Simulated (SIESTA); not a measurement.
Mo2WSe4S2, a slab with vacuum:

```
W Mo Se S
1.0
     3.27416    0.00000    0.00000
    -1.63708    2.83550    0.00000
     0.00000    0.00000   30.20016
W Mo Se S
1 2 4 2
Cartesian
  0.0000 0.0000 0.0000
  1.6371 0.9452 6.9864
  1.6371 0.9452 23.2138
  0.0000 0.0000 8.6771
  0.0000 0.0000 24.9045
  0.0000 0.0000 5.2957
  0.0000 0.0000 21.5230
  1.6371 0.9452 28.6551
  1.6371 0.9452 1.5451
```

| Item | Value |
| --- | --- |
| Program | SIESTA 5.4.2 |
| Task | single point |
| Functional | PBEsol |
| Potentials or basis | PseudoDojo 0.4 standard (PBEsol files) |
| Basis | DZP (energy shift 0.003 Ry; two zetas on semicore shells) |
| Grid cutoff | 800 Ry |
| Energy shift | 0.003 Ry |
| k mesh | 9 × 9 × 1 |
| Occupations | fermi-dirac, width 0.05 eV |
| Spin | no spin polarisation |

On this cell: largest force 0.318 eV/Å; band gap on the k mesh 0.95 eV, direct.

The same run follows on a disturbed copy (atoms moved at random, drawn with an rms of 0.05 Å):

```
W Mo Se S
1.0
     3.27416    0.00000    0.00000
    -1.63708    2.83550    0.00000
     0.00000    0.00000   30.20016
W Mo Se S
1 2 4 2
Direct
  0.99054 0.98146 0.00088
  0.66467 0.33004 0.23031
  0.65777 0.34590 0.76758
  0.99823 0.99089 0.28766
  0.01836 0.99262 0.82516
  0.00209 0.98716 0.17400
  0.99033 0.99572 0.71226
  0.67540 0.34214 0.94841
  0.68624 0.33388 0.04987
```

Question: What does the disturbed cell give?

Answer: The energy moves by +23.5 meV/atom; largest force 2.222 eV/Å; band gap on the k mesh 0.81 eV, direct.

Forces in eV/Å, atoms in the order of the input:
```
W    0.823  1.280 -1.618
Mo   0.330 -0.369  0.419
Mo   1.167 -0.859  0.832
Se  -0.093  0.139 -0.369
Se  -0.884  0.394 -0.216
Se  -0.238  0.230 -0.131
Se  -0.284  0.466 -0.539
S   -0.158 -0.697  0.401
S   -0.664 -0.584  1.217
```

Stress tensor (GPa, compression positive):
```
-1.63  0.19 -0.88
 0.19 -0.53  0.00
-0.88  0.00  0.12
```

Caveats: short orbitals over semicore shells can move pressures by several GPa; spin-orbit coupling is left out, which moves the levels of the heavy elements; the basis of atomic orbitals isn't converged, which shifts pressures, moduli and gaps.

A k mesh can miss the band edges.
